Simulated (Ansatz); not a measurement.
# ErNb2: the cost of one run

Method: DFT PBE, scalar-relativistic, plane waves, PAW; 4f electrons in the core of a trivalent norm-conserving potential, in Ansatz 0.2.0.

## Step 1: Starting point

The structure is cubic, space group Fm-3m (No. 225). Conventional cell: a = 6.539 Å, b = 6.539 Å, c = 6.539 Å, α = 90.00°, β = 90.00°, γ = 90.00°. Around Er (site symmetry m-3m) lie 8 Nb at 2.83 Å. Nb (site symmetry -43m) is surrounded by 4 Er at 2.83 Å.

Structure file:

```cif
data_structure
_symmetry_space_group_name_H-M 'P 1'
_symmetry_Int_Tables_number 1
_cell_length_a 4.6239
_cell_length_b 4.6239
_cell_length_c 4.6239
_cell_angle_alpha 60.000
_cell_angle_beta 60.000
_cell_angle_gamma 60.000
_cell_volume 69.90
loop_
_atom_site_label
_atom_site_type_symbol
_atom_site_fract_x
_atom_site_fract_y
_atom_site_fract_z
_atom_site_occupancy
Er1 Er 0.50000 0.50000 0.50000 1
Nb1 Nb 0.25000 0.25000 0.25000 1
Nb2 Nb 0.75000 0.75000 0.75000 1
```

The cell is invented: random cell by space group and Wyckoff sites (Fm-3m, No. 225). The dimensions are guesses.

## Step 2: The guess as it stands, on a coarse mesh

The input, input.yaml:

```yaml
crystal:
  lattice:
    - [0.0, 3.26958099, 3.26958099]
    - [3.26958099, 0.0, 3.26958099]
    - [3.26958099, 3.26958099, 0.0]
  atoms:
    - { symbol: Er, position: [0.5, 0.5, 0.5] }
    - { symbol: Nb, position: [0.25, 0.25, 0.25] }
    - { symbol: Nb, position: [0.75, 0.75, 0.75] }
basis:
  ecutwfc: 770
kpoints:
  mp_grid: { grid: [4, 4, 4] }
hamiltonian:
  xc: pbe
  pseudopotentials:
    kind: paw
    azcp: { Er: "pseudopotentials/pbe/nc/lanthanide_3plus/Er.nc.azcp" }
scf:
  occupations: { method: gaussian, width: 0.1 }
  lower_state_search: "off"
output:
  forces: true
  stress: true
  eigenvalues: true
```

Run with:

```console
ansatz run input.yaml --threads 1 --pin off --max-ram 2560MiB --backend cpu --events-out ev --progress --plain --runs-dir out
```

What time and memory should one allow on 1 thread of Intel Xeon at 2.50GHz (Skylake/Cascade Lake), shared host?

About 4.8 s, with a peak of 0.39 GiB.
